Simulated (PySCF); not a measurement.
# O4W ([WO4]2-): the cost of one run

Computed with PySCF 2.14.0 and routines of our own; the level stands in each step. Atoms count from 0.

5 further runs of the same task are left out: 3 for a basis unfit for spin-orbit shieldings, 2 for a known fault of the program.

### 1 The system as given

5 atoms, charge -2, multiplicity 1; geometry from: GFN2-xTB.

### 2 Optimising the geometry at PBE0-D3(BJ)/def2-SVP

What the job is given:

```
{"job": {"xc": "PBE0", "basis": "def2-SVP", "d3": "d3bj", "grid": 1, "maxiter": 30, "shake": 0.03, "kind": "geom"}, "charge": -2, "multiplicity": 1}
W      0.061180    -0.077340     0.012670
O     -0.005780    -0.032260     1.797030
O      1.635900     0.004660    -0.637250
O     -0.757650     1.482830    -0.591630
O     -0.858800    -1.488370    -0.642950
```

Launch:

```console
> OMP_NUM_THREADS=1 python heavy_run.py task.json out
```

The driver reads the jobs from task.json and runs them one after another.

Q: Estimate the wall time and peak memory of this first job on 1 thread of Arm Neoverse V2, shared host.

About 24 s, with a peak of 0.34 GiB.
